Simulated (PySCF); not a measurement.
# C8H10 (o-xylene): the cost of one run

The runs use PySCF 2.14.0, with density-fitted response routines of our own; the level of theory stands in each step. All values are computed, except where a source is named. Atoms are numbered from 0 throughout.

### Step 1. The starting structure

18 atoms, charge 0, multiplicity 1; geometry from: GFN2-xTB.

Bonds of the start (Å): C0–C1 1.50, C1–C2 1.39, C2–C3 1.38, C3–C4 1.38, C4–C5 1.38, C5–C6 1.39, C6–C7 1.50, C6–C1 1.40, C0–H8 1.09, C0–H9 1.09, C0–H10 1.09, C2–H11 1.08, C3–H12 1.08, C4–H13 1.08, C5–H14 1.08, C7–H15 1.09, C7–H16 1.09, C7–H17 1.09.

### Step 2. Geometry optimisation at PBE0-D3(BJ)/def2-SVP

What the job is given:

```
{"job": {"xc": "PBE0", "basis": "def2-SVP", "d3": "d3bj", "grid": 1, "kind": "geom"}, "charge": 0, "multiplicity": 1}
C     -0.969870    -1.867168    -0.053807
C      0.008188    -0.733767     0.011533
C      1.367365    -0.988803     0.126908
C      2.287598     0.042598     0.187288
C      1.850069     1.353135     0.131741
C      0.497063     1.618234     0.016106
C     -0.434164     0.591189    -0.045104
C     -1.894743     0.902489    -0.168469
H     -1.533871    -1.834119    -0.985713
H     -0.456307    -2.823527     0.004884
H     -1.684077    -1.806680     0.767031
H      1.710411    -2.013273     0.169916
H      3.341402    -0.177137     0.277021
H      2.558522     2.167265     0.178291
H      0.155744     2.643192    -0.028492
H     -2.305084     0.465403    -1.078421
H     -2.058515     1.976756    -0.197351
H     -2.448490     0.490533     0.674980
```

Launch:

```
$ OMP_NUM_THREADS=1 python probes_run.py task.json out
```

The driver reads the jobs from task.json and runs them one after another.

Q: Estimate the wall time and peak memory of this first job on 1 thread of AMD EPYC 9R45, shared host.

About 39 s, with a peak of 0.68 GiB.
